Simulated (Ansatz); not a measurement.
# TmZnS3: from a guess to a relaxed structure

The task: take a trial cell of TmZnS3 to zero force and stress.

Computed with Ansatz 0.2.0 (DFT PBE, scalar-relativistic, plane waves, PAW; 4f electrons in the core of a trivalent norm-conserving potential, unless a step's input says otherwise).

### Step 1. The structure to begin with

The structure is tetragonal, space group P4/mmm (No. 123). Conventional cell: a = 3.889 Å, b = 3.889 Å, c = 7.347 Å, α = 90.00°, β = 90.00°, γ = 90.00°. Tm (site symmetry 4/mmm) is surrounded by 6 S at 2.24 to 2.75 Å. Zn (site symmetry 4/mmm) is surrounded by 8 S at 3.10 Å. S (site symmetry 4mm) has 1 Tm at 2.24 Å and 4 Zn at 3.10 Å in its first shell of neighbours. S (site symmetry 4/mmm) has 4 Tm at 2.75 Å in its first shell of neighbours.

Coordinates:

```
Tm Zn S
1.0
     3.88935    0.00000    0.00000
     0.00000    3.88935    0.00000
     0.00000    0.00000    7.34669
Tm Zn S
1 1 3
Direct
  0.00000 0.00000 0.50000
  0.50000 0.50000 0.00000
  0.00000 0.00000 0.19501
  0.00000 0.00000 0.80499
  0.50000 0.50000 0.50000
```

Recipe of the guess: random cell by space group and Wyckoff sites (P4/mmm, No. 123). Its size is a rough estimate.

### Step 2. Probe: one point on a coarse mesh

input.yaml reads:

```yaml
crystal:
  lattice:
    - [3.88934587, 0.0, 0.0]
    - [0.0, 3.88934587, 0.0]
    - [0.0, 0.0, 7.34668748]
  atoms:
    - { symbol: Tm, position: [0.0, 0.0, 0.5] }
    - { symbol: Zn, position: [0.5, 0.5, 0.0] }
    - { symbol: S, position: [0.0, 0.0, 0.1950091] }
    - { symbol: S, position: [0.0, 0.0, 0.8049909] }
    - { symbol: S, position: [0.5, 0.5, 0.5] }
basis:
  ecutwfc: 690
kpoints:
  mp_grid: { grid: [4, 4, 4] }
hamiltonian:
  xc: pbe
  pseudopotentials:
    kind: paw
    azcp: { Tm: "pseudopotentials/pbe/nc/lanthanide_3plus/Tm.nc.azcp" }
scf:
  occupations: { method: gaussian, width: 0.1 }
  lower_state_search: "off"
output:
  forces: true
  stress: true
  eigenvalues: true
```

Launch:

```console
$ ansatz run input.yaml --threads 1 --pin off --max-ram 2560MiB --backend cpu --events-out ev --progress --plain --runs-dir out
```

The session goes on with these runs: rough relaxation on the coarse mesh; relaxation on the finer mesh.

Q: Predict the outcome of this session. Wanted: conventional cell; volume; energy over the elements; gap on the mesh.

As calculated:

| quantity | value |
| --- | --- |
| symmetry at the end (tolerance 0.05 Å) | space group P4/mmm (No. 123) |
| conventional cell | a = 3.665 Å, b = 3.665 Å, c = 7.935 Å, α = 90.00°, β = 90.00°, γ = 90.00° |
| volume | 21.32 Å³/atom |
| energy over the elements | -0.68 eV/atom |
| gap on the mesh | none (metal) |

What this shows: The space group P4/mmm (No. 123) is kept, and the volume per atom shrinks by 4.1 % from the first guess. It lies below the elements, which doesn't yet make it stable: competing phases were not computed in this session. No finished test with a distortion of lower symmetry is shown, so the end may be a saddle point. Spin-orbit coupling is left out for Tm. The final runs have no spin polarisation, so a magnetic state may lie lower. The lanthanide's 4f electrons sit in the core of its potential, so it is trivalent by construction and shows no f bands or moments.

No U or exact exchange acts on the 4f shell of Tm, so a metallic reading can be the functional's.
